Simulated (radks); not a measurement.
# Ionisation of Lu⁺: one atom, several choices of relativity

An exercise on one series of results from a longer session: the logs are not shown, and one member is left open.

Program: radks (a radial shooting solver on a logarithmic mesh, Libxc functionals) version 1. Level of theory: Kohn-Sham, PBE, spin-unpolarised, spherical densities. These are calculated values, not measurements, unless marked.

2 further runs of the same task are left out: 2 set aside as unsound or not needed.

**Starting point**

```
element       : lutetium (Z = 71)
charge        : +1
electrons     : 70
configuration : [Xe] 4f14 6s2
ion           : Lu²⁺, [Xe] 4f14 6s1
choices       : non-relativistic; scalar-relativistic; Dirac, 2j+1 shares; scalar-relativistic, finite nucleus; Dirac, 2j+1 shares, finite nucleus; Dirac, c × 0.75; Dirac, c × 1.25; Dirac, c × 0.85
```

The outer shells:

Lu⁺
```
[Xe] core
4f [↑↓][↑↓][↑↓][↑↓][↑↓][↑↓][↑↓]
6s [↑↓]
```

Lu²⁺
```
[Xe] core
4f [↑↓][↑↓][↑↓][↑↓][↑↓][↑↓][↑↓]
6s [↑ ]
```

The first run:

The run's settings:

```text
Z 71
configuration [Xe] 4f14 6s2 5d0 6p0
relativity non-relativistic
functional pbe,pbe
spin unpolarised
nucleus point
```

Among the steps run: non-relativistic: Lu⁺.

One table of the session follows, with a row left open; its other results are not shown here.

It belongs to the step «non-relativistic: Lu⁺». From the orbitals of this run (lengths in bohr):

```
level     <r>  outermost maximum (interpolated)  90 % within  nodes
   4p  0.5267                             0.484        0.766      2
   4d  0.5501                             0.483        0.826      1
   5s   1.275                              1.14         1.84      4
   5p   1.432                              1.24         2.10      3
   4f  0.6908                             0.461         1.18      0
   5d   2.253                              1.69         3.58      2
   6s       ?                                 ?            ?      ?
   6p   4.259                              3.73         6.20      4
```

**Question.** Estimate the row for 6s.

The run gave: <r>: 3.495; outermost maximum (interpolated): 3.10; 90 % within: 5.05; nodes: 5. In the column «<r>» it lies between 5d (2.253) and 6p (4.259).

To keep in mind: Spin polarisation and multiplet splitting of open shells are left out at every level.
